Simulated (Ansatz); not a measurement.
# FGeHS (SMILES [F][Ge][SH]): a relaxed scan of the bond length F1–Ge2

An exercise on one series of results from a longer session: the logs are not shown, and one member is left open.

Program: Ansatz 0.2.0, Gaussian basis. Level of theory: single points in def2-TZVPP. These are calculated values, not measurements.

Levels: PBE-D4, r2SCAN-D4, PBE0-D4, B3LYP-D4, wB97M-V, Hartree-Fock, MP2, CCSD, CCSD(T). The scan takes 1.581, 1.617, 1.668, 1.729, 1.795, 1.867, 1.944, 2.024, 2.108 Å.

Correlated methods freeze the cores. Filled d shells of the heavier atoms are correlated. B3LYP uses VWN-RPA correlation.

28 further runs of the same task are left out: 28 set aside as unsound or not needed.

## The starting structure

The minimum, relaxed at PBE0-D4: SMILES `[F][Ge][SH]`, 4 atoms, charge 0, spin multiplicity 1.

Atoms are counted from 1 here; the program's logs count them from 0.

Bond lengths: F1–Ge2 1.757 Å, Ge2–S3 2.235 Å, S3–H4 1.345 Å. Angles: F1–Ge2–S3 95.2°, Ge2–S3–H4 92.2°.

As a file:

```
F    -1.9109    0.4714    0.5746
Ge   -0.3041   -0.0642    1.0419
S     0.5315   -0.0274   -1.0308
H     1.7390   -0.4401   -0.6060
```

Energies of the minimum (eV), from earlier single points: PBE-D4 -70074.59539, r2SCAN-D4 -70088.03704, PBE0-D4 -70076.67486, B3LYP-D4 -70092.09877, wB97M-V -70085.82698, CCSD(T) -70035.04437.

At the minimum the bond length F1–Ge2 is 1.757 Å.

The first run:

The input, relax/in.yaml:

```yaml
crystal:
  periodic: [false, false, false]
  atoms:
    - {symbol: F, position_ang: [-1.910853, 0.471427, 0.574614]}
    - {symbol: Ge, position_ang: [-0.465031, -0.010591, 0.995111]}
    - {symbol: S, position_ang: [0.370610, 0.026224, -1.077560]}
    - {symbol: H, position_ang: [1.578069, -0.386401, -0.652781]}
basis:
  gaussian: {orbitals: def2-TZVP}
hamiltonian: {xc: pbe0, dispersion: d4}
relax: {f_tol: 0.005, max_steps: 200, constraints: [{distance: [0, 1]}]}
```

No record of the launch command was kept for these runs.

Among the steps run: F1–Ge2 = 1.581 Å; F1–Ge2 = 1.617 Å; F1–Ge2 = 1.668 Å; F1–Ge2 = 1.729 Å; F1–Ge2 = 1.795 Å; F1–Ge2 = 1.867 Å; F1–Ge2 = 1.944 Å; F1–Ge2 = 2.024 Å; F1–Ge2 = 2.108 Å.

One table of the session follows, with a row left open; its other results are not shown here.

It belongs to the step «The curves». Energies less that of the minimum at the same level (meV):

| bond length (Å) | PBE-D4 | PBE0-D4 | B3LYP-D4 | wB97M-V | Hartree-Fock |
| --- | --- | --- | --- | --- | --- |
| 1.581 | 647 | 528 | 592 | 545 | 393 |
| 1.617 | 404 | 311 | 360 | 323 | 203 |
| 1.668 | 172 | 114 | 144 | 120 | 45 |
| 1.729 | ? | ? | ? | ? | ? |
| 1.757 (minimum) | 0 | 0 | 0 | 0 | 0 |
| 1.795 | -7 | 16 | 4 | 14 | 45 |
| 1.867 | 55 | 121 | 86 | 117 | 200 |
| 1.944 | 200 | 307 | 251 | 303 | 437 |
| 2.024 | 404 | 551 | 473 | 549 | 729 |
| 2.108 | 653 | 838 | 740 | 840 | 1061 |

Estimate the missing values for bond length (Å) = 1.729.

The run gave: PBE-D4: 28; PBE0-D4: 10; B3LYP-D4: 19; wB97M-V: 12; Hartree-Fock: -11.

To keep in mind: A polynomial through the near points puts the CCSD(T) minimum 0.005 Å below the PBE0-D4 value.
